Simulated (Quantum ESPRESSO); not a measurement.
A Quantum ESPRESSO 7.5 run (rev-vdW-DF2) on a crystal of composition Si3Ge lists these optical modes at the zone centre:

```csv
symmetry,cm⁻¹,components,active in
E1u,83,2,IR
E1g,104,2,Raman
E1u,120,2,IR
A2u,213,1,IR
A1g,258,1,Raman
A2u,361,1,IR
```

How many atoms does the primitive cell hold, does the crystal have a centre of inversion, and what is its point group?

9 optical and 3 acoustic modes make 4 atoms. The labels g and u show a centre of inversion, so no mode is both infrared and Raman active. The point group is 6/mmm (space group P6/mmm, No. 191).

The cell:

```
Si Ge
1.0
     2.70346    0.00000    0.00000
    -1.35173    2.34127    0.00000
     0.00000    0.00000   10.26072
Si Ge
3 1
Direct
  0.00000 0.00000 0.50000
  0.00000 0.00000 0.74434
  0.00000 0.00000 0.25566
  0.00000 0.00000 0.00000
```

Caveat: the mesh is thin for the phonons of a metal; before the sum rule the acoustic modes lie tens of cm⁻¹ from zero, a sign that the density grid also shifts the optical modes.
